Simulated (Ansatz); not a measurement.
Write the native input for Ansatz 0.2.0 that does the following.

```
Task                : band structure
Functional          : PBEsol
Potentials or basis : all-electron LAPW, relativistic spinors
Cutoff              : 138 eV (chosen from the basis error)
Basis error allowed : 0.002 eV/atom
k mesh              : 4 × 4 × 4
Occupations         : fermi-dirac, width 0.05 eV
Spin                : spin-orbit coupling, no magnetisation
```

Crystal: Sn3Te.

```
Te Sn
1.0
     4.86562    0.00000    0.00000
     0.00000    4.86562    0.00000
     0.00000    0.00000    4.86562
Te Sn
1 3
Direct
  0.00000 0.00000 0.00000
  0.00000 0.50000 0.50000
  0.50000 0.00000 0.50000
  0.50000 0.50000 0.00000
```

The cell comes from a database or a generator and needn't be the stable form of this composition.

These files were run (other wordings do the same):

input.yaml

```yaml
crystal:
  lattice:
    - [4.865622, 0.0, 0.0]
    - [0.0, 4.865622, 0.0]
    - [0.0, 0.0, 4.865622]
  atoms:
    - { symbol: Te, position: [0.0, 0.0, 0.0] }
    - { symbol: Sn, position: [0.0, 0.5, 0.5] }
    - { symbol: Sn, position: [0.5, 0.0, 0.5] }
    - { symbol: Sn, position: [0.5, 0.5, 0.0] }
kpoints:
  mp_grid: { grid: [4, 4, 4] }
  band_path:
    path:
      - [0.0, 0.0, 0.0]
      - [0.0, 0.5, 0.0]
      - [0.5, 0.5, 0.0]
      - [0.0, 0.0, 0.0]
      - [0.5, 0.5, 0.5]
      - [0.0, 0.5, 0.0]
    npoints: 6
scf:
  occupations: { method: fermi_dirac, width: 0.05 }
hamiltonian:
  xc: pbesol
  pseudopotentials: { kind: all_electron, lapw: { basis_error: 0.002 } }
magnetization:
  noncollinear: true
  spin_orbit: true
output:
  forces: true
  stress: true
  eigenvalues: true
```

Potentials or basis: all-electron LAPW, relativistic spinors.

The run is started by

```console
$ ansatz run input.yaml --threads 2 --pin off --max-ram 8192MiB --backend cpu --events-out ev --progress --plain --runs-dir out
```

It gave:

| Property | Result |
| --- | --- |
| Pressure | -2.6 GPa |
| Band gap along the path | none (metal or under the smearing width) |

Caveat: the k mesh is thin for a metal, which can move the energy by tens of meV per atom.

Run time: 66 s on 2 threads of Arm Neoverse V2, with other jobs on the host, peak memory 0.67 GiB.
